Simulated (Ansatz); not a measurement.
**C3H10AlN: small, medium and large basis sets**

An exercise on one series of results from a longer session: the logs are not shown, and one member is left open.

The runs use Ansatz 0.2.0, Gaussian basis; one geometry, several basis sets.

Levels to be run: PBE0-D4/def2-SVP; ωB97M-V/def2-SVP; PBE0-D4/def2-QZVPP; ωB97M-V/def2-QZVPP; the functionals' def2-TZVPP values are taken from earlier runs.

### Structure used throughout

An earlier PBE0-D4 in a triple-zeta def2 set relaxation fixed the geometry.

15 atoms, charge 0, spin multiplicity 1.

Atoms are counted from 1 here; the program's logs count them from 0.

Bond lengths: C1–Al2 1.969 Å, C1–H6 1.095 Å, C1–H7 1.096 Å, C1–H8 1.095 Å, Al2–C3 2.007 Å, Al2–N5 2.076 Å, Al2–H9 1.604 Å, C3–C4 1.525 Å, C3–H10 1.090 Å, C3–H11 1.094 Å, C4–N5 1.501 Å, C4–H12 1.092 Å, C4–H13 1.095 Å, N5–H14 1.014 Å, N5–H15 1.013 Å. Angles: Al2–C1–H6 112.0°, Al2–C1–H7 111.0°, Al2–C1–H8 112.8°, H6–C1–H7 106.5°, H6–C1–H8 107.5°, H7–C1–H8 106.6°, C1–Al2–C3 117.8°, C1–Al2–N5 106.7°, C1–Al2–H9 119.0°, C3–Al2–N5 71.7°, C3–Al2–H9 120.2°, N5–Al2–H9 107.6°, Al2–C3–C4 89.3°, Al2–C3–H10 120.7°, Al2–C3–H11 113.9°, C4–C3–H10 112.5°, C4–C3–H11 111.3°, H10–C3–H11 108.0° and more.

The first run:

The input, in.yaml:

```yaml
crystal:
  periodic: [false, false, false]
  atoms:
    - {symbol: C, position_ang: [-1.673996, 0.987709, 1.052939]}
    - {symbol: Al, position_ang: [0.071898, 1.069885, 0.146107]}
    - {symbol: C, position_ang: [1.409039, -0.369198, 0.557623]}
    - {symbol: C, position_ang: [0.718024, -1.274630, -0.456694]}
    - {symbol: N, position_ang: [0.015155, -0.328792, -1.386962]}
    - {symbol: H, position_ang: [-2.471449, 1.436596, 0.451123]}
    - {symbol: H, position_ang: [-1.651429, 1.539284, 1.999226]}
    - {symbol: H, position_ang: [-1.979647, -0.036108, 1.294741]}
    - {symbol: H, position_ang: [0.555274, 2.462347, -0.486191]}
    - {symbol: H, position_ang: [1.457904, -0.816965, 1.550388]}
    - {symbol: H, position_ang: [2.428829, -0.127924, 0.244960]}
    - {symbol: H, position_ang: [-0.060348, -1.869239, 0.025614]}
    - {symbol: H, position_ang: [1.359187, -1.962774, -1.018295]}
    - {symbol: H, position_ang: [0.627243, -0.049449, -2.145886]}
    - {symbol: H, position_ang: [-0.827482, -0.711441, -1.799192]}
basis:
  gaussian: {orbitals: def2-SVP}
hamiltonian: {xc: pbe0, dispersion: d4}
output: {orbitals: {seedname: orbitals}}
```

Among the steps run: PBE0-D4 in def2-SVP; ωB97M-V in def2-SVP; PBE0-D4 in def2-QZVPP; ωB97M-V in def2-QZVPP.

One table of the session follows, with a row left open; its other results are not shown here.

It belongs to the step «Functionals by basis». 

| functional | basis | HOMO (eV) | LUMO (eV) |
| --- | --- | --- | --- |
| PBE0-D4 | def2-SVP | -6.63 | 0.73 |
| PBE0-D4 | def2-TZVPP | -6.68 | 0.22 |
| PBE0-D4 | def2-QZVPP | -6.70 | -0.12 |
| ωB97M-V | def2-SVP | ? | ? |
| ωB97M-V | def2-TZVPP | -8.91 | 1.60 |
| ωB97M-V | def2-QZVPP | -8.93 | 0.95 |

**Question.** Estimate the row for ωB97M-V, def2-SVP.

**Answer.** HOMO (eV): -8.85; LUMO (eV): 2.34. In the column «HOMO (eV)» it lies between ωB97M-V, def2-TZVPP (-8.91) and PBE0-D4, def2-QZVPP (-6.70).
